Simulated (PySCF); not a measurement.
# C9H15N2+: excited states

Aim: compute the excited states of C9H15N2+ (`C#C/C(C=[N+](C)C)=C/N(C)C`).

Programs: PySCF 2.14.0, with routines of our own; each step states its level. All values are computed. Atoms count from 0.

### 1 The starting structure

26 atoms, charge 1, multiplicity 1; geometry from: GFN2-xTB.

### 2 Geometry optimisation at PBE0-D3(BJ)/def2-SVP

Job settings and geometry (Å):

```
{"job": {"xc": "PBE0", "basis": "def2-SVP", "d3": "d3bj", "grid": 2, "kind": "geom"}, "charge": 1, "multiplicity": 1}
C     -0.434861     3.313023     0.471643
C     -0.229239     2.148017     0.269836
C      0.115961     0.801253    -0.051148
C      1.415262     0.674419    -0.558431
N      2.175641    -0.383151    -0.745754
C      1.845150    -1.726571    -0.338918
C      3.478353    -0.250010    -1.354751
C     -0.823193    -0.234531     0.012863
N     -2.010241    -0.231277     0.577728
C     -2.945039    -1.304530     0.344287
C     -2.508216     0.818029     1.432575
H     -0.653814     4.319860     0.670707
H      1.896075     1.619243    -0.786582
H      1.346487    -2.278431    -1.138916
H      2.765983    -2.256001    -0.095481
H      1.210885    -1.710421     0.547336
H      4.255824    -0.547117    -0.648152
H      3.543592    -0.899767    -2.229357
H      3.660409     0.774833    -1.667575
H     -0.595608    -1.140536    -0.530877
H     -2.540641    -2.037202    -0.350195
H     -3.869564    -0.901232    -0.073153
H     -3.187267    -1.804484     1.284165
H     -1.689509     1.321369     1.939297
H     -3.069234     1.556514     0.856675
H     -3.174244     0.381316     2.175453
```

Started as:

```sh
OMP_NUM_THREADS=1 python excited_run.py task.json out
```

This one command runs all jobs of the session in turn.

Log:

```text
step   0  E = -460.31264508  max force = 0.021648
step   1  E = -460.31565028  max force = 0.003718
step   2  E = -460.31556843  max force = 0.002299
step   3  E = -460.31570126  max force = 0.001242
step   4  E = -460.31570426  max force = 0.000941
step   5  E = -460.31572167  max force = 0.000644
step   6  E = -460.31570450  max force = 0.000926
step   7  E = -460.31572481  max force = 0.000488
step   8  E = -460.31573327  max force = 0.000363
optimisation converged
```

Run time: 4.5 min. Hardware: 1 thread of Arm Neoverse V2, shared host; peak memory 1.1 GiB.

Along the way: (the energy doesn't fall at every step)

```csv
step,energy from step 0 (eV),largest force component (eV/Å)
0,0.0000,1.1132
1,-0.0818,0.1912
2,-0.0795,0.1182
3,-0.0832,0.0639
4,-0.0832,0.0484
5,-0.0837,0.0331
6,-0.0833,0.0476
7,-0.0838,0.0251
8,-0.0840,0.0187
```

Distances of close pairs at the start and the end, largest changes first:

```
  bond  before (Å)  after (Å)  change (Å)
C0–H11       1.049      1.076      +0.027
 C2–C3       1.401      1.414      +0.014
N8–C10       1.442      1.455      +0.013
 C0–C1       1.200      1.213      +0.013
 N4–C6       1.444      1.457      +0.013
 N8–C9       1.442      1.454      +0.012
 C2–C7       1.400      1.411      +0.011
C3–H12       1.084      1.094      +0.010
```

The next job starts from the end point, and lists it.

```csv
at the end point,value
point group (found at 0.08 Å tolerance),C1
"rotational constants (GHz, main isotopes)","1.507, 0.690, 0.491"
```

### 3 Excited states: TDA CAM-B3LYP/def2-SVP

Job settings and geometry (Å):

```
{"job": {"kind": "states", "xc": "CAM-B3LYP", "basis": "def2-SVP", "tda": true, "soc": true, "nstates": 6, "ntriplets": 5, "nquad": 4}, "charge": 1, "multiplicity": 1}
C     -0.301171     3.095696     0.695464
C     -0.100224     1.919230     0.479320
C      0.220375     0.559932     0.164868
C      1.521277     0.387402    -0.363032
N      2.260086    -0.689016    -0.552455
C      1.913912    -2.024238    -0.105564
C      3.547779    -0.575619    -1.224489
C     -0.722714    -0.488367     0.206988
N     -1.926123    -0.513480     0.740929
C     -2.815400    -1.633633     0.478655
C     -2.479149     0.524041     1.598123
H     -0.490845     4.137176     0.888720
H      2.026376     1.319572    -0.634388
H      1.368593    -2.587811    -0.879571
H      2.840194    -2.569632     0.118635
H      1.310050    -1.972127     0.810914
H      4.353290    -0.900787    -0.548662
H      3.560377    -1.213256    -2.121375
H      3.725798     0.462240    -1.528505
H     -0.470800    -1.405853    -0.326002
H     -2.336600    -2.353327    -0.196092
H     -3.741301    -1.271157     0.006278
H     -3.078780    -2.136334     1.421654
H     -1.680890     1.059854     2.119701
H     -3.070728     1.243296     1.011775
H     -3.135324     0.043800     2.336209
```

Method: TDA CAM-B3LYP/def2-SVP excited states, vertical, gas phase, spin-orbit mean-field couplings.

Log:

```text
coarse grid: 21200 points
cycle   1  E = -460.4312434788  dE =  1.954e+00  |g| = 4.338e-01  |ddm| = 5.300e+00
cycle   2  E = -460.4445200013  dE = -1.328e-02  |g| = 4.170e-01  |ddm| = 1.131e+00
cycle   3  E = -460.4877457367  dE = -4.323e-02  |g| = 8.799e-02  |ddm| = 4.941e-01
cycle   4  E = -460.4889432365  dE = -1.197e-03  |g| = 5.693e-02  |ddm| = 1.257e-01
cycle   5  E = -460.4896941092  dE = -7.509e-04  |g| = 1.178e-02  |ddm| = 5.501e-02
cycle   6  E = -460.4897224524  dE = -2.834e-05  |g| = 4.426e-03  |ddm| = 1.376e-02
cycle   7  E = -460.4897274136  dE = -4.961e-06  |g| = 9.772e-04  |ddm| = 5.210e-03
final grid: 203440 points
cycle   8  E = -460.5781780844  dE = -5.589e-05  |g| = 4.336e-03  |ddm| = 3.485e-02
cycle   9  E = -460.5781792683  dE = -1.184e-06  |g| = 4.010e-03  |ddm| = 8.124e-03
cycle  10  E = -460.5781829405  dE = -3.672e-06  |g| = 8.276e-04  |ddm| = 3.806e-03
cycle  11  E = -460.5781830832  dE = -1.427e-07  |g| = 2.817e-04  |ddm| = 9.235e-04
cycle  12  E = -460.5781830991  dE = -1.591e-08  |g| = 1.208e-04  |ddm| = 3.402e-04
cycle  13  E = -460.5781831026  dE = -3.469e-09  |g| = 2.701e-05  |ddm| = 1.172e-04
cycle  14  E = -460.5781831028  dE = -2.428e-10  |g| = 9.257e-06  |ddm| = 3.801e-05
converged SCF energy = -460.5781831028

Singlet excitations
state   eV       nm        f     d(h-e)  d(exc)  Lambda  PR(NTO)  |dmu|/D   mu/D   main configurations
  1   4.2395   292.5   0.53617   1.276   3.368   0.624   1.068    3.103    0.131   H->L 0.95
  2   5.2765   235.0   0.00023   2.593   3.644   0.211   1.019    7.697    4.542   H-1->L 0.98
  3   5.5646   222.8   0.10282   0.054   2.916   0.639   1.066    0.342    3.449   H->L+1 0.57, H->L+3 0.17, H->L+2 0.08
  4   6.0180   206.0   0.09773   0.231   2.873   0.526   1.222    0.952    4.083   H->L+3 0.32, H->L+2 0.27, H->L+1 0.20
  5   6.1709   200.9   0.39690   1.409   3.409   0.511   1.082                     H-2->L 0.94
  6   6.3702   194.6   0.03853   0.940   2.754   0.441   1.048                     H-1->L+1 0.81

Triplet excitations (Tamm-Dancoff)
state   eV     d(h-e)  d(exc)  Lambda  PR(NTO)   main configurations
  1   2.4576   0.685   3.141   0.625   1.013   H->L 0.95
  2   4.2443   0.200   2.864   0.738   1.157   H->L+1 0.88
  3   5.1710   1.948   3.370   0.300   1.152   H-1->L 0.73
  4   5.2488   0.383   2.829   0.693   1.538   H-3->L 0.60, H-2->L+1 0.12, H-1->L 0.11
  5   5.2884   0.716   3.063   0.497   1.502   H-2->L 0.44, H->L+3 0.12, H-1->L 0.10
S1 - T1 = 1.7820 eV

Spin-orbit couplings |<S|Hso|T>| (cm-1)
             T1       T2       T3       T4       T5
S0        1.250    1.120    4.585    2.085    3.028
S1        0.239    0.576    6.478    1.773    2.235
S2        4.311    0.275    2.993    2.131    7.486
S3        1.239    1.274    1.375    0.267    4.944
S4        1.204    5.606    2.673    0.513    4.322
S5        0.130    1.092    9.005    3.598    2.349
S6        0.395    6.614    0.356    1.852    1.013
T1 sublevels (cm-1): 0.000 0.000 0.000   radiative rates (1/s): 0.0545 0.239 0.143
```

It took 91 s on 1 thread of Arm Neoverse V2, shared host; peak memory 1.2 GiB.

In short:

```csv
quantity,value
S1 less T1,1.78 eV
```

The fields below are evaluated on a grid from the run's orbitals.

Frontier orbitals at CAM-B3LYP/def2-SVP, with the share of their density that lies nearest to each atom:

```
orbital  energy (eV)                                                 lies on
   HOMO       -10.95  C0, C2 about 22 % each; N4, N8 about 12 % each; C1 9 %
   LUMO        -4.56          C3, C7 about 25 % each; N4, N8 about 14 % each
```

ELF in a plane through or near 14 of the atoms.

Values, 10 rows by 14 columns:
```
0.00 0.00 0.00 0.00 0.00 0.00 0.00 0.00 0.00 0.00 0.00 0.00 0.00 0.00
0.00 0.00 0.00 0.00 0.00 0.00 0.00 0.00 0.00 0.00 0.00 0.00 0.00 0.00
0.00 0.00 0.00 0.00 0.00 0.00 0.00 0.00 0.01 0.01 0.00 0.00 0.00 0.00
0.00 0.00 0.00 0.00 0.33 1.00 0.25 0.02 0.75 0.77 0.78 0.06 0.00 0.00
0.00 0.00 0.15 0.37 0.17 0.47 0.03 0.99 0.32 0.91 0.27 0.01 0.00 0.00
0.00 0.00 0.22 0.34 0.78 0.87 0.79 0.80 0.38 0.58 0.81 0.26 0.00 0.00
0.00 0.00 0.45 0.99 0.08 1.00 0.10 0.66 0.67 0.02 0.84 0.70 0.00 0.00
0.00 0.00 0.00 0.00 0.00 0.02 0.25 0.79 0.14 0.43 0.00 0.00 0.00 0.00
0.00 0.00 0.00 0.00 0.00 0.00 0.01 0.22 0.99 0.89 0.00 0.00 0.00 0.00
0.00 0.00 0.00 0.00 0.00 0.00 0.00 0.00 0.00 0.00 0.00 0.00 0.00 0.00
```
The map spans 13.8 Å across and 13.8 Å up, centred on the molecule. Atoms in the plane (x, y in Å): C0 (1.0, -3.3), C1 (0.6, -2.2), C2 (0.0, -0.9), C3 (-1.4, -0.9), N4 (-2.3, 0.1), C6 (-3.7, -0.2), C7 (0.7, 0.3), N8 (2.0, 0.5), C9 (2.6, 1.8), H11 (1.4, -4.3), H12 (-1.9, -1.8), H13 (-1.9, 2.1), H19 (0.2, 1.2), H24 (3.4, -1.0).

log10 of the density (e/Å³) in the same plane.

Ten even steps from '0' (-4.0) to '9' (1.5):
```
0000000000000000000000000000
0000000000000000000000000000
0000000000000000000000000000
0000000000000000000000000000
0000000001110001122221000000
0000001233432113444443210000
0000012346654334566665320000
0001233457765555567875421000
0013455566655677677764321000
0024567778755679788655421000
0024579777777777666776531000
0013467656787876545676531000
0002355556766677654555421000
0001223335545677764332100000
0000000112334568865320000000
0000000000023457765310000000
0000000000002345654210000000
0000000000000123332100000000
0000000000000001110000000000
0000000000000000000000000000
```
The map spans 13.8 Å across and 13.8 Å up, centred on the molecule. Atoms in the plane (x, y in Å): C0 (1.0, -3.3), C1 (0.6, -2.2), C2 (0.0, -0.9), C3 (-1.4, -0.9), N4 (-2.3, 0.1), C6 (-3.7, -0.2), C7 (0.7, 0.3), N8 (2.0, 0.5), C9 (2.6, 1.8), H11 (1.4, -4.3), H12 (-1.9, -1.8), H13 (-1.9, 2.1), H19 (0.2, 1.2), H24 (3.4, -1.0).

On the surface of density 0.002 e/bohr³ the electrostatic potential runs, from the 1st to the 99th percentile, from 2.26 V near C0 to 5.08 V near H19.

### 4 Summary of results

```
                                   quantity                 value
                                point group                    C1
       rotational constants (main isotopes)  1.51, 0.69, 0.49 GHz
S1 less T1 (step 3, TDA CAM-B3LYP/def2-SVP)               1.78 eV
```

The optimisation took 8 steps and gained 0.084 eV; among the close pairs (by a distance rule), C0–H11 changed most, from 1.049 to 1.076 Å. In step 3, the number of triplets below S1 is 1, and the largest singlet-triplet spin-orbit coupling is S5–T3, 9.01 cm⁻¹. By nearest atom (CAM-B3LYP/def2-SVP), the HOMO sits on C0, C2 about 22 % each; N4, N8 about 12 % each and the LUMO on C3, C7 about 25 % each; N4, N8 about 14 % each.
